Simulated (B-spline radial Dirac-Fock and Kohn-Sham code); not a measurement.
**Cu⁴⁺: core levels and X-ray properties**

What does theory give for copper as Cu⁴⁺? The session works out the binding energy of each subshell, the widths and yields of its core holes and its two-hole states.

Program: B-spline radial Dirac-Fock and Kohn-Sham code, version 3. Model: a free atom or ion on a radial basis; each step names its model. All values are calculated, but those marked as tabulated.

### Step 1. The atom as given

Cu⁴⁺, 1s2 2s2 2p6 3s2 3p6 3d7, inside a Watson sphere of charge -4 and radius 2.7 Å (a model of the Madelung potential; inside it an electron's potential energy is raised by 21.3 eV).

| Item | Value |
| --- | --- |
| nuclear charge | 29 |
| electrons | 25 |
| mass number | 63 |
| nuclear rms radius | 3.8823 fm |

### Step 2. Core and valence levels

Model: Dirac-Fock average of configuration, Delta-SCF, finite nucleus, first-order Breit with its frequency dependence, self-energy and vacuum polarisation.

Settings, as recorded:

```ini
task = binding
Z = 29
charge = 4
configuration = 1s2 2s2 2p6 3s2 3p6 3d7
mass_number = 63
rms_radius = 3.8823  # fm
watson_charge = -4  # e
watson_radius = 2.7  # A
```

### Step 3. Decay of the holes

Model: independent-particle rates: relativistic LDA orbitals of the hole state, multipoles to L = 3 (length form), Coulomb Auger matrix elements with a Latter-tail continuum; energies from Dirac-Fock.

Recorded inputs:

```ini
task = decay
holes = ["K", "L1", "L2", "L3", "M1", "M2", "M3"]
```

### Step 4. Double vacancies and Auger multiplets

Model: Dirac-Fock average of configuration, Delta-SCF, finite nucleus, first-order Breit with its frequency dependence, self-energy and vacuum polarisation; two-hole levels by intermediate coupling within the shell, Auger rates as independent-particle Coulomb matrix elements.

Recorded inputs:

```ini
task = double
```

**Question.** What will these runs give? Wanted: deepest level listed, K; least bound, M4,5; Kα1; K hole: width, yield; largest U, K K; Kα hypersatellite shift; strongest line of K-L123.

**Answer**, as computed:

| quantity | value |
| --- | --- |
| deepest level listed, K (1s) | 9044.9 eV |
| least bound, M4,5 (3d) | 59.39 eV |
| Kα1 | 8045.4 eV |
| K hole: width, yield | 1.48 eV, 0.450 |
| its lifetime | 0.443 fs |
| its strongest line | Kα1 (K-L3), 8045.4 eV |
| largest U, K K | 420.0 eV |
| Kα hypersatellite shift | +309.2 eV |
| strongest line of K-L123 | L2L3, J = 2, 6943.9 eV |

For K (1s), relaxation takes off 42.3 eV, Breit terms shift it by -11.03 and QED by -5.22 eV. The K hole lives 0.44 fs and decays mostly by electron emission (yield 0.45). Coster-Kronig decay rules L1 and M1, where this model's widths can be far from the measured ones. Two holes repel most in K K, by 420.0 eV, and least in M2 M3, by 26.23 eV. An empty K shell moves Kα up by 309 eV. In the K-L123 Auger group the L2L3 J = 2 line carries 53 % of the rate. The Hartree-Fock and Dirac-Fock values hold no electron correlation.
